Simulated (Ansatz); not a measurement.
# GaNCl (doublet): from Hartree-Fock to the top rungs at a displaced geometry (v2), cc-pVDZ

Aim: climb from Hartree-Fock through coupled cluster for GaNCl (doublet) at one geometry and basis, and see what each rung misses.

The runs use Ansatz 0.2.0, Gaussian basis; cc-pVDZ, core rule «outside noble gas», up to 20 orbitals frozen.

To be run: UHF; CCSD(T) on ROHF; CCSD(T) on UHF; BCCD(T) on ROHF; CISD; CCSDT(Q) on ROHF; CCSDT(Q) on UHF.

33 further runs of the same task are left out: 10 for a known fault of the program, 13 that didn't finish, 10 set aside as unsound or not needed.

## 1. What is computed

The geometry is a PBE0/def2-TZVP stationary point (not a proven minimum) with its atoms shifted at random (size 0.100 Å). No spin-orbit coupling is included. The filled d shell of Ga may be among the frozen orbitals whatever the setting's name suggests; the logs give the count.

3 atoms, charge 0, spin multiplicity 2.

Atoms are counted from 1 here; the program's logs count them from 0.

Bond lengths: Cl1–Ga2 2.097 Å, Ga2–N3 1.769 Å. Angles: Cl1–Ga2–N3 172.9°.

## 2. UHF

Contents of in.yaml:

```yaml
crystal:
  periodic: [false, false, false]
  atoms:
    - {symbol: Cl, position_ang: [0.084376, 0.005225, 1.982398]}
    - {symbol: Ga, position_ang: [-0.080498, 0.013599, -0.107709]}
    - {symbol: N, position_ang: [-0.003878, -0.018825, -1.874689]}
basis:
  gaussian: {orbitals: cc-pVDZ}
magnetization: {spin_polarized: true, initial_magnetization: 1}
hamiltonian: {xc: hf}
output: {orbitals: {seedname: orbitals}}
```

Command:

```console
> ansatz run in.yaml --threads 1 --pin off --events-out ev --progress --plain --max-ram 2393MiB
```

Further steps of the session: CCSD(T) on ROHF; CCSD(T) on UHF; BCCD(T) on ROHF; CISD; CCSDT(Q) on ROHF; CCSDT(Q) on UHF.

Q: Predict the results of all the runs planned. Wanted: RCCSDT(Q) below the RHF energy; RMP2 from RCCSDT(Q); UMP2 from RCCSDT(Q); RCCSD from RCCSDT(Q); RCCSD(T) from RCCSDT(Q); UCCSD(T) from RCCSDT(Q); UCCSDT(Q) from RCCSDT(Q); T1 diagnostic.

The runs gave:

| quantity | value |
| --- | --- |
| RCCSDT(Q) below the RHF energy | -10.1685 eV |
| RMP2 from RCCSDT(Q) | +1121.2 meV |
| UMP2 from RCCSDT(Q) | +1533.4 meV |
| RCCSD from RCCSDT(Q) | +468.0 meV |
| RCCSD(T) from RCCSDT(Q) | +83.9 meV |
| UCCSD(T) from RCCSDT(Q) | +119.9 meV |
| UCCSDT(Q) from RCCSDT(Q) | -13.6 meV |
| levels within 1 kcal/mol (43 meV) | RCCSDT, UCCSDT, UCCSDT(Q) |
| T1 diagnostic | 0.032 |

**Reading.** RCCSD(T) misses by +83.9 meV, 0.8 % of the correlation energy. CCSD(T) misses by +83.9 meV on the restricted determinant and by +119.9 meV on the unrestricted one; the two need not hold the same state or core. Coupled cluster took another determinant than the lowest Hartree-Fock one. These misses are within one basis, not against nature; the frozen cores of restricted and unrestricted runs differ, which can shift their rows.
